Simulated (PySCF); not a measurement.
# C2H7As: the cost of one run

Computed with PySCF 2.14.0, with density-fitted response routines of our own, on a single molecule in the gas phase. Atoms are numbered from 0 throughout.

## (1) The molecule as given

10 atoms, charge 0, multiplicity 1; geometry from: GFN2-xTB. The atoms were then displaced at random by about 0.01 Å, so the start is not that level's minimum.

Bonds of the start (Å): C0–C1 1.49, C1–As2 1.97, C0–H3 1.10, C0–H4 1.10, C0–H5 1.11, C1–H6 1.09, C1–H7 1.09, As2–H8 1.50, As2–H9 1.51.

## (2) Geometry optimisation at PBE0-D3(BJ)/def2-SVP

What the job is given:

```
{"job": {"xc": "PBE0", "basis": "def2-SVP", "d3": "d3bj", "grid": 1, "shake": 0.01, "kind": "geom"}, "charge": 0, "multiplicity": 1}
C     -0.833930     0.559580    -0.307910
C     -0.188620    -0.772300    -0.136450
As     1.626960    -0.685860     0.618420
H     -0.908320     1.100060     0.642160
H     -0.274160     1.210120    -0.992680
H     -1.857770     0.479430    -0.734440
H     -0.776840    -1.405560     0.521790
H     -0.102770    -1.279090    -1.102310
H      2.084510     0.460970    -0.231750
H      1.281380     0.311730     1.702120
```

Started as:

```sh
$ OMP_NUM_THREADS=1 python probes_run.py task.json out
```

The driver reads the jobs from task.json and runs them one after another.

Q: Estimate the wall time and peak memory of this first job on 1 thread of Arm Neoverse V2, shared host.

About 10 s, with a peak of 0.4 GiB.
